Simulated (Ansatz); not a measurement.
# Be2ZnSO3: the cost of one run

Computed with Ansatz 0.2.0 (DFT PBE, scalar-relativistic, plane waves, PAW, unless a step names another level, unless a step's input says otherwise).

### 1 The structure to begin with

Symmetry: Cm, No. 8, monoclinic system. The conventional cell has a = 5.288 Å, b = 6.700 Å, c = 5.703 Å, α = 90.00°, β = 104.35°, γ = 90.00°. Around Be (site symmetry 1) lie 3 O at 1.55 to 1.66 Å. Zn (site symmetry m) is surrounded by 2 O at 1.93 Å and 1 S at 2.26 Å. S (site symmetry m) has 1 O at 1.71 Å and 1 Zn at 2.26 Å as nearest neighbours. Around O (site symmetry 1) lie 2 Be at 1.55 Å and 1 Zn at 1.93 Å. O (site symmetry m) has 2 Be at 1.66 Å and 1 S at 1.71 Å as nearest neighbours.

As a file:

```
Be Zn S O
1.0
     2.64377   -3.34990   -0.02397
     2.64377    3.34990   -0.02397
    -1.36358    0.00000    5.53736
Be Zn S O
2 1 1 3
Cartesian
  0.3859 -1.3594 3.0223
  0.3859 1.3594 3.0223
  2.2943 0.0000 4.8437
  3.7336 0.0000 1.5664
  1.7635 -1.4695 3.7145
  1.7635 1.4695 3.7145
  0.0818 0.0000 2.1220
```

It came out lowest among 26 distinct ends of the trial cells. At a tolerance of 0.02 Å it has space group Cm (No. 8).

### 2 Relaxing to 0.001 eV/Å, on the response runs' mesh and smearing

The input, input.yaml:

```yaml
crystal:
  lattice:
    - [2.6437679447, -3.3499005848, -0.0239744761]
    - [2.6437679447, 3.3499005848, -0.0239744761]
    - [-1.3635812231, 0.0, 5.5373640428]
  atoms:
    - { symbol: Be, position: [0.4171026532, 0.0113105341, 0.5476563931] }
    - { symbol: Be, position: [0.0113105341, 0.4171026532, 0.5476563931] }
    - { symbol: Zn, position: [0.6609629349, 0.6609629349, 0.8804560029] }
    - { symbol: S, position: [0.7807983778, 0.7807983778, 0.2896333038] }
    - { symbol: O, position: [0.7269772097, 0.2882992171, 0.6751999077] }
    - { symbol: O, position: [0.2882992171, 0.7269772097, 0.6751999077] }
    - { symbol: O, position: [0.1145490731, 0.1145490731, 0.3841980916] }
basis:
  ecutwfc: 420
kpoints:
  mp_grid: { grid: [6, 6, 4] }
hamiltonian:
  xc: pbe
scf:
  occupations: { method: fixed }
output:
  forces: true
  stress: true
  eigenvalues: true
relax:
  adjacent_minimum: "off"
  f_tol: 0.001
  max_steps: 60
  cell: { stress_tol: 0.01 }
```

Launch:

```
$ ansatz run input.yaml --threads 3 --pin off --max-ram 7680MiB --backend cpu --events-out ev --progress --plain --runs-dir out
```

Q: Estimate wall time and peak memory on 3 threads of Intel Xeon 6975P-C (Granite Rapids), shared host.

About 22 s, with a peak of 0.48 GiB.
